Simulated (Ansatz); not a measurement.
# AlBFH₄NO: a ladder of functionals and wavefunction methods

One table from this session's results is given with a row withheld; the runs are named, their logs left out.

Method: functionals in def2-TZVPP, the program's frozen cores in correlated methods; program: Ansatz 0.2.0, Gaussian basis.

Levels to be run: LDA (SPW92), PBE-D4, revPBE-D4, BLYP-D4, r2SCAN-D4, B97M-V, PBE0-D4, B3LYP-D4, r2SCANh-D4, r2SCAN0-D4, HSE06-D4, BHLYP-D4, CAM-B3LYP-D4, LC-ωPBE, ωB97X-V, ωB97M-V, B2PLYP, PBE-QIDH; CCSD(T)/def2-SVP; CCSD(T)/def2-TZVPP; MP2/def2-QZVPP; extrapolation to the limit; RPA on PBE.

## The geometry

An earlier PBE0-D4 in a triple-zeta def2 set relaxation fixed the geometry.

SMILES `OB(F)[NH][AlH2]`, 9 atoms, charge 0, spin multiplicity 1.

Atoms are counted from 1 here; the program's logs count them from 0.

Bond lengths: O1–B2 1.363 Å, O1–H6 0.960 Å, B2–F3 1.346 Å, B2–N4 1.414 Å, N4–Al5 1.793 Å, N4–H7 1.011 Å, Al5–H8 1.583 Å, Al5–H9 1.577 Å. Angles: B2–O1–H6 112.5°, O1–B2–F3 118.7°, O1–B2–N4 121.7°, F3–B2–N4 119.6°, B2–N4–Al5 129.7°, B2–N4–H7 112.8°, Al5–N4–H7 117.5°, N4–Al5–H8 115.7°, N4–Al5–H9 120.0°, H8–Al5–H9 124.3°.

Set-up of the first run:

in.yaml reads:

```yaml
crystal:
  periodic: [false, false, false]
  atoms:
    - {symbol: O, position_ang: [1.544528, 1.102875, -1.280216]}
    - {symbol: B, position_ang: [0.430166, 0.771050, -0.568523]}
    - {symbol: F, position_ang: [-0.569544, 1.668285, -0.477207]}
    - {symbol: N, position_ang: [0.303230, -0.484016, 0.069926]}
    - {symbol: Al, position_ang: [-1.047719, -1.140487, 1.049326]}
    - {symbol: H, position_ang: [1.491508, 1.984059, -1.657102]}
    - {symbol: H, position_ang: [1.111934, -1.075882, -0.065400]}
    - {symbol: H, position_ang: [-0.838126, -2.604089, 1.614106]}
    - {symbol: H, position_ang: [-2.337379, -0.267992, 1.297890]}
basis:
  gaussian: {orbitals: def2-TZVPP}
hamiltonian: {xc: lda}
output: {orbitals: {seedname: orbitals}}
```

On the command line:

```bash
$ ansatz run in.yaml --threads 2 --pin off --events-out ev --progress --plain --max-ram 4352MiB
```

Among the steps run: LDA; PBE-D4 (GGA); revPBE-D4 (GGA); BLYP-D4 (GGA); r2SCAN-D4 (meta-GGA); B97M-V (meta-GGA); B3LYP-D4 (hybrid); r2SCANh-D4 (hybrid); r2SCAN0-D4 (hybrid); HSE06-D4 (hybrid); BHLYP-D4 (hybrid); CAM-B3LYP-D4 (range-separated); LC-ωPBE (range-separated); ωB97X-V (range-separated); ωB97M-V (range-separated); B2PLYP (double hybrid); PBE-QIDH (double hybrid).

One of the session's tables, all rows but one given; the rest of the session is left out.

It belongs to the step «Orbital energies across the functionals». 

| functional | HOMO (eV) | gap (eV) |
| --- | --- | --- |
| LDA (SPW92) | -7.13 | 5.04 |
| PBE-D4 | -6.92 | 5.06 |
| revPBE-D4 | -6.84 | 5.09 |
| BLYP-D4 | -6.78 | 5.03 |
| r2SCAN-D4 | -7.22 | 5.73 |
| B97M-V | ? | ? |
| PBE0-D4 | -8.31 | 7.22 |
| B3LYP-D4 | -8.05 | 6.74 |
| r2SCANh-D4 | -7.74 | 6.51 |
| r2SCAN0-D4 | -8.53 | 7.66 |
| HSE06-D4 | -7.90 | 6.44 |
| BHLYP-D4 | -9.59 | 9.25 |
| CAM-B3LYP-D4 | -9.72 | 9.53 |
| LC-ωPBE | -11.14 | 12.05 |
| ωB97X-V | -10.75 | 11.55 |
| ωB97M-V | -10.66 | 11.17 |

**Question.** Estimate the row for B97M-V.

The run gave: HOMO (eV): -7.30; gap (eV): 5.56. In the column «HOMO (eV)» it lies between r2SCANh-D4 (-7.74) and r2SCAN-D4 (-7.22).
